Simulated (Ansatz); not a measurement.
Predict the output of the script below (the Python package of Ansatz (0.2.0)).

Contents of `input.yaml`:
```yaml
crystal:
  lattice:
    - [0.0, 2.5806, 2.5806]
    - [2.5806, 0.0, 2.5806]
    - [2.5806, 2.5806, 0.0]
  atoms:
    - { symbol: Ce, position: [0.0, 0.0, 0.0], spin: 1.0 }
magnetization:
  spin_polarized: true
kpoints:
  mp_grid: { grid: [8, 8, 8] }
hamiltonian:
  xc: pbe
scf:
  occupations: { method: cold, width: 0.15 }
  algorithm: direct_min
basis:
  ecutwfc: 470
output:
  forces: true
  stress: true
md:
  timestep: 1.0
  n_steps: 500
  ensemble: nvt_langevin
  temperature: 300.0
```

Script `ce.py`:
```python
"""Turn an input file for Ce into a chain of calls."""

import ansatz

calc = ansatz.Calculation.from_yaml("input.yaml")
print(calc.to_python())
```

```console
$ python ce.py
(
    az.Lattice.of(((0.0, 2.5806, 2.5806), (2.5806, 0.0, 2.5806), (2.5806, 2.5806, 0.0)))
    .atom("Ce", (0.0, 0.0, 0.0), moment=1.0)
    .calculation()
    .basis(cutoff=470.0)
    .kpoints(8, 8, 8)
    .functional("pbe")
    .spin("collinear")
    .scf(algorithm="direct_min")
    .occupations(method="cold", width=0.15)
    .md(timestep=1.0, steps=500, ensemble="nvt_langevin", temperature=300.0)
    .forces()
    .stress()
)
```

The input is only written out: it wasn't run, and its settings aren't tested.
